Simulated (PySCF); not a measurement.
**Cu⁺: excitation energy in x2c-QZVPPall**

Each state of copper is computed at each level; their differences give the excitation energy. How far do the methods differ?

The numbers are computed with PySCF 2.14.0 (unrestricted determinants in a Gaussian basis, no spin-orbit coupling in the energies), except any that are marked as measured or tabulated.

## (1) What is computed

```
Element                                   : copper (Z = 29)
Basis                                     : x2c-QZVPPall
Hamiltonian                               : scalar relativity by spin-free X2C-1e
State 1                                   : Cu⁺: [Ar] 3d9 4s1, high-spin 3D determinant (an excited configuration)
Needed too, but not shown                 : Cu⁺ [Ar] 3d10 (1S)
Methods                                   : UHF, LDA, PBE, PBE0, r2SCAN, wB97X, B2PLYP, TPSS, MP2
Core shells frozen in the correlated runs : valence: [Ar]; valence and next inner shell: [Ne] (for Cu⁺)
```

The outer shells:

Cu+ [Ar] 3d9 4s1
```
[Ar] core
3d [↑↓][↑↓][↑↓][↑↓][↑ ]
4s [↑ ]
```

One driver process ran all states and methods and kept the integrals in memory. Each run is shown as a PySCF script that sums up its settings (the driver passes frozen orbitals as a list and adds second-order terms of double hybrids); the logs are those of the runs themselves. The driver starts from symmetry-adapted Hartree-Fock orbitals, holds the occupation by maximum overlap and uses a logarithmic radial grid for functionals, so a plain start would take other cycles.

The integrals over 108 functions and the set-up took 1.4 s of CPU time.

## (2) Cu⁺ [Ar] 3d9 4s1, method by method

UHF:

File input.py:

```python
from pyscf import gto, scf, dft, mp, cc
import basis_set_exchange as bse
mol = gto.M(atom="Cu 0 0 0", charge=1, spin=2, symmetry="D2h",
            basis=gto.basis.parse(bse.get_basis("x2c-QZVPPall", elements=["Cu"], fmt="nwchem")),
            nucmod="G")
mf = scf.UHF(mol).sfx2c1e()
mf.irrep_nelec = {'Ag': (6, 4), 'B1g': (1, 1), 'B2g': (1, 1), 'B3g': (1, 1), 'B1u': (2, 2), 'B2u': (2, 2), 'B3u': (2, 2)}
mf.kernel()
```

Standard output:

```text
damping factor = 0
level_shift factor = 0
DIIS = <class 'pyscf.scf.diis.CDIIS'>
diis_start_cycle = 1
diis_space = 10
diis_damp = 0
SCF conv_tol = 1e-09
SCF conv_tol_grad = None
number electrons alpha = 15  beta = 13
cycle= 1 E= -1652.92500559148  delta_E= -0.00545  |g|= 0.0283  |ddm|= 0.0287
cycle= 2 E= -1652.92509803855  delta_E= -9.24e-05  |g|= 0.00441  |ddm|= 0.00506
cycle= 3 E= -1652.92510209312  delta_E= -4.05e-06  |g|= 0.00136  |ddm|= 0.00204
cycle= 4 E= -1652.92510243325  delta_E= -3.4e-07  |g|= 0.000454  |ddm|= 0.000517
cycle= 5 E= -1652.92510254447  delta_E= -1.11e-07  |g|= 0.000103  |ddm|= 0.000411
cycle= 6 E= -1652.92510255719  delta_E= -1.27e-08  |g|= 2.98e-05  |ddm|= 0.000171
cycle= 7 E= -1652.92510255877  delta_E= -1.58e-09  |g|= 1.02e-05  |ddm|= 6.95e-05
cycle= 8 E= -1652.925102559  delta_E= -2.27e-10  |g|= 2.56e-06  |ddm|= 3.25e-05
converged SCF energy = -1652.925102559  <S^2> = 2.0008219  2S+1 = 3.0005479
```

It used 2.9 s of CPU time after the integrals (shared host).

The occupied shells:

| shell | electrons | mean orbital energy (eV) | spread (eV) | rms radius (bohr) |
| --- | --- | --- | --- | --- |
| 1s α | 1 | -9063.1 | 0 | 0.0601 |
| 1s β | 1 | -9063.0 | 0 | 0.0601 |
| 2s α | 1 | -1150.2 | 0 | 0.254 |
| 2s β | 1 | -1149.0 | 0 | 0.254 |
| 2p α | 3 | -990.65 | 1.166 | 0.228 |
| 2p β | 3 | -989.58 | 0.057 | 0.228 |
| 3s α | 1 | -157.49 | 0 | 0.762 |
| 3s β | 1 | -154.34 | 0 | 0.762 |
| 3p α | 3 | -108.49 | 2.384 | 0.811 |
| 3p β | 3 | -105.03 | 1.682 | 0.811 |
| 3d α | 5 | -29.579 | 2.866 | 1.05 |
| 3d β | 4 | -27.899 | 2.218 | 1.05 |
| 4s α | 1 | -16.599 | 0 | 2.76 |

⟨S²⟩ = 2.001, ⟨L²⟩ = 6.02.

Spin-orbit constants on these orbitals (cm⁻¹; bare nucleus, screened nucleus, mean field): 3d 1405, 920.7, n/a. To first order in LS coupling the lowest level has J = 3 and lies 0.114 eV below the centre of the term.

LDA:

input.py differs from the last one in:

```diff
@@ -5,3 +5,3 @@
             nucmod="G")
-mf = scf.UHF(mol).sfx2c1e()
+mf = dft.UKS(mol, xc="LDA,VWN").sfx2c1e()
 mf.irrep_nelec = {'Ag': (6, 4), 'B1g': (1, 1), 'B2g': (1, 1), 'B3g': (1, 1), 'B1u': (2, 2), 'B2u': (2, 2), 'B3u': (2, 2)}
```

Standard output:

```text
damping factor = 0
level_shift factor = 0
DIIS = <class 'pyscf.scf.diis.CDIIS'>
diis_start_cycle = 1
diis_space = 10
diis_damp = 0
SCF conv_tol = 1e-09
SCF conv_tol_grad = None
number electrons alpha = 15  beta = 13
XC functionals = LDA,VWN
    P. A. M. Dirac.,  Math. Proc. Cambridge Philos. Soc. 26, 376 (1930)
    F. Bloch.,  Z. Phys. 57, 545 (1929)
    S. H. Vosko, L. Wilk, and M. Nusair.,  Can. J. Phys. 58, 1200 (1980)
cycle= 1 E= -1651.5268754679  delta_E= -0.0249  |g|= 0.324  |ddm|= 0.38
cycle= 2 E= -1651.47605044662  delta_E= 0.0508  |g|= 0.711  |ddm|= 0.347
cycle= 3 E= -1651.54359023073  delta_E= -0.0675  |g|= 0.0457  |ddm|= 0.187
cycle= 4 E= -1651.54395988659  delta_E= -0.00037  |g|= 0.00296  |ddm|= 0.0235
cycle= 5 E= -1651.54396119749  delta_E= -1.31e-06  |g|= 0.000137  |ddm|= 0.00102
cycle= 6 E= -1651.54396120045  delta_E= -2.96e-09  |g|= 6.39e-06  |ddm|= 6.83e-05
cycle= 7 E= -1651.54396120046  delta_E= -4.77e-12  |g|= 1.96e-06  |ddm|= 5.23e-06
converged SCF energy = -1651.54396120046  <S^2> = 2.0001545  2S+1 = 3.000103
```

It used 0.9 s of CPU time after the integrals (shared host).

PBE:

input.py differs from the last one in:

```diff
@@ -5,3 +5,3 @@
             nucmod="G")
-mf = dft.UKS(mol, xc="LDA,VWN").sfx2c1e()
+mf = dft.UKS(mol, xc="PBE").sfx2c1e()
 mf.irrep_nelec = {'Ag': (6, 4), 'B1g': (1, 1), 'B2g': (1, 1), 'B3g': (1, 1), 'B1u': (2, 2), 'B2u': (2, 2), 'B3u': (2, 2)}
```

Standard output:

```text
damping factor = 0
level_shift factor = 0
DIIS = <class 'pyscf.scf.diis.CDIIS'>
diis_start_cycle = 1
diis_space = 10
diis_damp = 0
SCF conv_tol = 1e-09
SCF conv_tol_grad = None
number electrons alpha = 15  beta = 13
XC functionals = PBE
    J. P. Perdew, K. Burke, and M. Ernzerhof.,  Phys. Rev. Lett. 77, 3865 (1996)
    J. P. Perdew, K. Burke, and M. Ernzerhof.,  Phys. Rev. Lett. 78, 1396 (1997)
    J. P. Perdew, K. Burke, and M. Ernzerhof.,  Phys. Rev. Lett. 77, 3865 (1996)
    J. P. Perdew, K. Burke, and M. Ernzerhof.,  Phys. Rev. Lett. 78, 1396 (1997)
cycle= 1 E= -1654.1743607626  delta_E= -0.0173  |g|= 0.282  |ddm|= 0.335
cycle= 2 E= -1654.13539037553  delta_E= 0.039  |g|= 0.619  |ddm|= 0.312
cycle= 3 E= -1654.1874084414  delta_E= -0.052  |g|= 0.0426  |ddm|= 0.167
cycle= 4 E= -1654.18772838389  delta_E= -0.00032  |g|= 0.000911  |ddm|= 0.0219
cycle= 5 E= -1654.18772850714  delta_E= -1.23e-07  |g|= 5.41e-05  |ddm|= 0.000447
cycle= 6 E= -1654.18772850775  delta_E= -6.15e-10  |g|= 4.03e-06  |ddm|= 4.8e-05
converged SCF energy = -1654.18772850775  <S^2> = 2.0003223  2S+1 = 3.0002149
```

It used 1.4 s of CPU time after the integrals (shared host).

PBE0:

input.py differs from the last one in:

```diff
@@ -5,3 +5,3 @@
             nucmod="G")
-mf = dft.UKS(mol, xc="PBE").sfx2c1e()
+mf = dft.UKS(mol, xc="PBE0").sfx2c1e()
 mf.irrep_nelec = {'Ag': (6, 4), 'B1g': (1, 1), 'B2g': (1, 1), 'B3g': (1, 1), 'B1u': (2, 2), 'B2u': (2, 2), 'B3u': (2, 2)}
```

Standard output:

```text
damping factor = 0
level_shift factor = 0
DIIS = <class 'pyscf.scf.diis.CDIIS'>
diis_start_cycle = 1
diis_space = 10
diis_damp = 0
SCF conv_tol = 1e-09
SCF conv_tol_grad = None
number electrons alpha = 15  beta = 13
XC functionals = PBE0
    C. Adamo and V. Barone.,  J. Chem. Phys. 110, 6158 (1999)
    M. Ernzerhof and G. E. Scuseria.,  J. Chem. Phys. 110, 5029 (1999)
cycle= 1 E= -1654.18837026196  delta_E= -0.0145  |g|= 0.136  |ddm|= 0.244
cycle= 2 E= -1654.18360670713  delta_E= 0.00476  |g|= 0.242  |ddm|= 0.166
cycle= 3 E= -1654.19133157518  delta_E= -0.00772  |g|= 0.0115  |ddm|= 0.0618
cycle= 4 E= -1654.19135474476  delta_E= -2.32e-05  |g|= 0.00096  |ddm|= 0.00317
cycle= 5 E= -1654.19135494212  delta_E= -1.97e-07  |g|= 8.79e-05  |ddm|= 0.0016
cycle= 6 E= -1654.19135494647  delta_E= -4.35e-09  |g|= 1.64e-05  |ddm|= 0.000165
cycle= 7 E= -1654.19135494667  delta_E= -2.05e-10  |g|= 2.41e-06  |ddm|= 3.04e-05
converged SCF energy = -1654.19135494667  <S^2> = 2.0003512  2S+1 = 3.0002341
```

CPU time 2.4 s on a shared host, the integrals not counted.

r2SCAN:

input.py differs from the last one in:

```diff
@@ -5,3 +5,3 @@
             nucmod="G")
-mf = dft.UKS(mol, xc="PBE0").sfx2c1e()
+mf = dft.UKS(mol, xc="R2SCAN").sfx2c1e()
 mf.irrep_nelec = {'Ag': (6, 4), 'B1g': (1, 1), 'B2g': (1, 1), 'B3g': (1, 1), 'B1u': (2, 2), 'B2u': (2, 2), 'B3u': (2, 2)}
```

Standard output:

```text
damping factor = 0
level_shift factor = 0
DIIS = <class 'pyscf.scf.diis.CDIIS'>
diis_start_cycle = 1
diis_space = 10
diis_damp = 0
SCF conv_tol = 1e-09
SCF conv_tol_grad = None
number electrons alpha = 15  beta = 13
XC functionals = R2SCAN
    J. W. Furness, A. D. Kaplan, J. Ning, J. P. Perdew, and J. Sun.,  J. Phys. Chem. Lett. 11, 8208-8215 (2020)
    J. W. Furness, A. D. Kaplan, J. Ning, J. P. Perdew, and J. Sun.,  J. Phys. Chem. Lett. 11, 9248-9248 (2020)
    J. W. Furness, A. D. Kaplan, J. Ning, J. P. Perdew, and J. Sun.,  J. Phys. Chem. Lett. 11, 8208-8215 (2020)
    J. W. Furness, A. D. Kaplan, J. Ning, J. P. Perdew, and J. Sun.,  J. Phys. Chem. Lett. 11, 9248-9248 (2020)
cycle= 1 E= -1654.39555283738  delta_E= -0.0146  |g|= 0.182  |ddm|= 0.275
cycle= 2 E= -1654.38214941417  delta_E= 0.0134  |g|= 0.374  |ddm|= 0.219
cycle= 3 E= -1654.40118837499  delta_E= -0.019  |g|= 0.0234  |ddm|= 0.0899
cycle= 4 E= -1654.40128668452  delta_E= -9.83e-05  |g|= 0.00121  |ddm|= 0.00892
cycle= 5 E= -1654.40128731628  delta_E= -6.32e-07  |g|= 0.000146  |ddm|= 0.00554
cycle= 6 E= -1654.40128732702  delta_E= -1.07e-08  |g|= 1.07e-05  |ddm|= 0.000724
cycle= 7 E= -1654.40128732708  delta_E= -5.37e-11  |g|= 1.26e-06  |ddm|= 3.98e-05
converged SCF energy = -1654.40128732708  <S^2> = 2.0009914  2S+1 = 3.0006609
```

CPU time 3 s on a shared host, the integrals not counted.

wB97X:

input.py differs from the last one in:

```diff
@@ -5,3 +5,3 @@
             nucmod="G")
-mf = dft.UKS(mol, xc="R2SCAN").sfx2c1e()
+mf = dft.UKS(mol, xc="WB97X").sfx2c1e()
 mf.irrep_nelec = {'Ag': (6, 4), 'B1g': (1, 1), 'B2g': (1, 1), 'B3g': (1, 1), 'B1u': (2, 2), 'B2u': (2, 2), 'B3u': (2, 2)}
```

Standard output:

```text
damping factor = 0
level_shift factor = 0
DIIS = <class 'pyscf.scf.diis.CDIIS'>
diis_start_cycle = 1
diis_space = 10
diis_damp = 0
SCF conv_tol = 1e-09
SCF conv_tol_grad = None
number electrons alpha = 15  beta = 13
XC functionals = WB97X
    J.-D. Chai and M. Head-Gordon.,  J. Chem. Phys. 128, 084106 (2008)
cycle= 1 E= -1654.47137462144  delta_E= -0.0189  |g|= 0.118  |ddm|= 0.227
cycle= 2 E= -1654.4700631113  delta_E= 0.00131  |g|= 0.17  |ddm|= 0.175
cycle= 3 E= -1654.47366872191  delta_E= -0.00361  |g|= 0.00522  |ddm|= 0.0366
cycle= 4 E= -1654.47370151732  delta_E= -3.28e-05  |g|= 0.00324  |ddm|= 0.0297
cycle= 5 E= -1654.4737085142  delta_E= -7e-06  |g|= 0.000332  |ddm|= 0.0164
cycle= 6 E= -1654.47370877879  delta_E= -2.65e-07  |g|= 0.000136  |ddm|= 0.0011
cycle= 7 E= -1654.47370884833  delta_E= -6.95e-08  |g|= 5.33e-05  |ddm|= 0.000491
cycle= 8 E= -1654.47370886139  delta_E= -1.31e-08  |g|= 9.25e-06  |ddm|= 0.000253
cycle= 9 E= -1654.47370886164  delta_E= -2.52e-10  |g|= 1.13e-06  |ddm|= 5.11e-05
converged SCF energy = -1654.47370886164  <S^2> = 2.000397  2S+1 = 3.0002647
```

It used 5.4 s of CPU time after the integrals (shared host).

B2PLYP:

input.py differs from the last one in:

```diff
@@ -5,3 +5,3 @@
             nucmod="G")
-mf = dft.UKS(mol, xc="WB97X").sfx2c1e()
+mf = dft.UKS(mol, xc="0.53*HF + 0.47*B88, 0.73*LYP").sfx2c1e()
 mf.irrep_nelec = {'Ag': (6, 4), 'B1g': (1, 1), 'B2g': (1, 1), 'B3g': (1, 1), 'B1u': (2, 2), 'B2u': (2, 2), 'B3u': (2, 2)}
```

Standard output:

```text
damping factor = 0
level_shift factor = 0
DIIS = <class 'pyscf.scf.diis.CDIIS'>
diis_start_cycle = 1
diis_space = 10
diis_damp = 0
SCF conv_tol = 1e-09
SCF conv_tol_grad = None
number electrons alpha = 15  beta = 13
XC functionals = 0.53*HF + 0.47*B88, 0.73*LYP
    A. D. Becke.,  Phys. Rev. A 38, 3098 (1988)
    C. Lee, W. Yang, and R. G. Parr.,  Phys. Rev. B 37, 785 (1988)
    B. Miehlich, A. Savin, H. Stoll, and H. Preuss.,  Chem. Phys. Lett. 157, 200 (1989)
cycle= 1 E= -1654.0238941033  delta_E= -0.00979  |g|= 0.0732  |ddm|= 0.15
cycle= 2 E= -1654.02341109603  delta_E= 0.000483  |g|= 0.102  |ddm|= 0.0942
cycle= 3 E= -1654.02474047014  delta_E= -0.00133  |g|= 0.00264  |ddm|= 0.0236
cycle= 4 E= -1654.02474330577  delta_E= -2.84e-06  |g|= 0.000974  |ddm|= 0.00742
cycle= 5 E= -1654.02474358159  delta_E= -2.76e-07  |g|= 9.36e-05  |ddm|= 0.0027
cycle= 6 E= -1654.02474358776  delta_E= -6.17e-09  |g|= 1.78e-05  |ddm|= 0.000366
cycle= 7 E= -1654.02474358814  delta_E= -3.79e-10  |g|= 4.29e-06  |ddm|= 3.21e-05
converged SCF energy = -1654.02474358814  <S^2> = 2.0004131  2S+1 = 3.0002754
```

It used 3.1 s of CPU time after the integrals (shared host).

Script and log cover the SCF part. The PT2 part, added by the driver, -0.45735 hartree before scaling by 0.27, brings the total to -1654.148228 hartree.

TPSS:

input.py differs from the last one in:

```diff
@@ -5,3 +5,3 @@
             nucmod="G")
-mf = dft.UKS(mol, xc="0.53*HF + 0.47*B88, 0.73*LYP").sfx2c1e()
+mf = dft.UKS(mol, xc="TPSS").sfx2c1e()
 mf.irrep_nelec = {'Ag': (6, 4), 'B1g': (1, 1), 'B2g': (1, 1), 'B3g': (1, 1), 'B1u': (2, 2), 'B2u': (2, 2), 'B3u': (2, 2)}
```

Standard output:

```text
damping factor = 0
level_shift factor = 0
DIIS = <class 'pyscf.scf.diis.CDIIS'>
diis_start_cycle = 1
diis_space = 10
diis_damp = 0
SCF conv_tol = 1e-09
SCF conv_tol_grad = None
number electrons alpha = 15  beta = 13
XC functionals = TPSS
    J. Tao, J. P. Perdew, V. N. Staroverov, and G. E. Scuseria.,  Phys. Rev. Lett. 91, 146401 (2003)
    J. P. Perdew, J. Tao, V. N. Staroverov, and G. E. Scuseria.,  J. Chem. Phys. 120, 6898 (2004)
    J. Tao, J. P. Perdew, V. N. Staroverov, and G. E. Scuseria.,  Phys. Rev. Lett. 91, 146401 (2003)
    J. P. Perdew, J. Tao, V. N. Staroverov, and G. E. Scuseria.,  J. Chem. Phys. 120, 6898 (2004)
cycle= 1 E= -1654.43958251703  delta_E= -0.0134  |g|= 0.283  |ddm|= 0.353
cycle= 2 E= -1654.40246052834  delta_E= 0.0371  |g|= 0.608  |ddm|= 0.329
cycle= 3 E= -1654.45258456862  delta_E= -0.0501  |g|= 0.0383  |ddm|= 0.167
cycle= 4 E= -1654.45284412669  delta_E= -0.00026  |g|= 0.00125  |ddm|= 0.0186
cycle= 5 E= -1654.45284437567  delta_E= -2.49e-07  |g|= 5.3e-05  |ddm|= 0.00105
cycle= 6 E= -1654.45284437649  delta_E= -8.23e-10  |g|= 8.05e-06  |ddm|= 8.29e-05
converged SCF energy = -1654.45284437649  <S^2> = 2.0006577  2S+1 = 3.0004384
```

CPU time 2.8 s on a shared host, the integrals not counted.

MP2 (valence):

input.py differs from the last one in:

```diff
@@ -5,4 +5,5 @@
             nucmod="G")
-mf = dft.UKS(mol, xc="TPSS").sfx2c1e()
+mf = scf.UHF(mol).sfx2c1e()
 mf.irrep_nelec = {'Ag': (6, 4), 'B1g': (1, 1), 'B2g': (1, 1), 'B3g': (1, 1), 'B1u': (2, 2), 'B2u': (2, 2), 'B3u': (2, 2)}
 mf.kernel()
+mp.UMP2(mf, frozen=9).kernel()
```

No log was kept for this step.

It used 0.66 s of CPU time after the integrals (shared host).

With 10 electrons correlated, the MP2 correlation energy is -0.39522 hartree (-0.14647 same spin, -0.24875 opposite spin); the SCS form gives -0.34732. Largest pairs of shells: 3d-3d -0.3662, 3d-4s -0.0291, 4s-4s 0.0000.

## (3) Cu⁺ [Ar] 3d9 4s1, continued

MP2 (valence and next inner shell):

Changes to input.py since step 2:

```diff
@@ -8,2 +8,2 @@
 mf.kernel()
-mp.UMP2(mf, frozen=9).kernel()
+mp.UMP2(mf, frozen=5).kernel()
```

The driver printed no log here.

It used 0.79 s of CPU time after the integrals (shared host).

With 18 electrons correlated, the MP2 correlation energy is -0.75078 hartree (-0.25043 same spin, -0.50035 opposite spin); the SCS form gives -0.68390. Largest pairs of shells: 3d-3d -0.3662, 3p-3d -0.2159, 3s-3d -0.0537, 3p-3p -0.0501, 3d-4s -0.0291.

Radial density 4πr²ρ of Cu⁺ at UHF:

| r (bohr) | density | spin density |
| --- | --- | --- |
| 0.000988 | 0.291 | 0.000 |
| 0.00166 | 0.734 | 0.000 |
| 0.00280 | 1.81 | 0.001 |
| 0.00470 | 4.30 | 0.002 |
| 0.00791 | 9.52 | 0.004 |
| 0.0133 | 18.7 | 0.007 |
| 0.0224 | 30.2 | 0.010 |
| 0.0376 | 35.3 | 0.007 |
| 0.0633 | 29.3 | -0.001 |
| 0.106 | 31.7 | 0.024 |
| 0.179 | 39.8 | 0.139 |
| 0.301 | 21.2 | 0.496 |
| 0.507 | 21.2 | 1.110 |
| 0.852 | 16.6 | 0.868 |
| 1.43 | 3.88 | 0.527 |
| 2.41 | 0.773 | 0.482 |
| 4.06 | 0.113 | 0.107 |
| 6.82 | 0.00193 | 0.002 |

## (4) Differences of total energies

Excitation energy: Cu⁺ [Ar] 3d10 (1S) → Cu⁺ [Ar] 3d9 4s1 (3D).

| method | value (eV) | error (eV) |
| --- | --- | --- |
| UHF | 0.651 | -2.157 |
| LDA | 3.000 | +0.192 |
| PBE | 2.668 | -0.140 |
| PBE0 | 2.334 | -0.474 |
| r2SCAN | 2.236 | -0.572 |
| wB97X | 2.812 | +0.003 |
| B2PLYP | 2.627 | -0.181 |
| TPSS | 2.558 | -0.250 |
| MP2 (valence) | 3.419 | +0.611 |
| SCS-MP2 (valence) | 3.152 | +0.344 |
| MP2 (valence and next inner shell) | 3.916 | +1.108 |
| SCS-MP2 (valence and next inner shell) | 3.541 | +0.733 |

Reference: 2.808 eV (measured; NIST levels, between the centres of gravity of the two terms). Errors of the correlated levels include the incompleteness of this basis.

The differences also use runs on Cu⁺ [Ar] 3d10 (1S), which are not shown here.

## (5) Results

| quantity | value |
| --- | --- |
| excitation energy, Cu⁺ → [Ar] 3d9 4s1 | UHF 0.651, MP2 (valence and next inner shell) 3.916 eV; reference 2.808 |

Each level's miss (mean over 1 difference):

| method | mean absolute miss against the measured value (with the measured fine structure taken into account where it is known) (eV) |
| --- | --- |
| UHF | 2.157 |
| LDA | 0.192 |
| PBE | 0.140 |
| PBE0 | 0.474 |
| r2SCAN | 0.572 |
| wB97X | 0.003 |
| B2PLYP | 0.181 |
| TPSS | 0.250 |
| MP2 (valence) | 0.611 |
| SCS-MP2 (valence) | 0.344 |
| MP2 (valence and next inner shell) | 1.108 |
| SCS-MP2 (valence and next inner shell) | 0.733 |

What this shows: Against experiment wB97X comes closest (off by 0.00 eV) and UHF is farthest (2.16 eV). PBE is off by -0.14 eV. All values hold for this basis alone; no basis-set limit was taken.
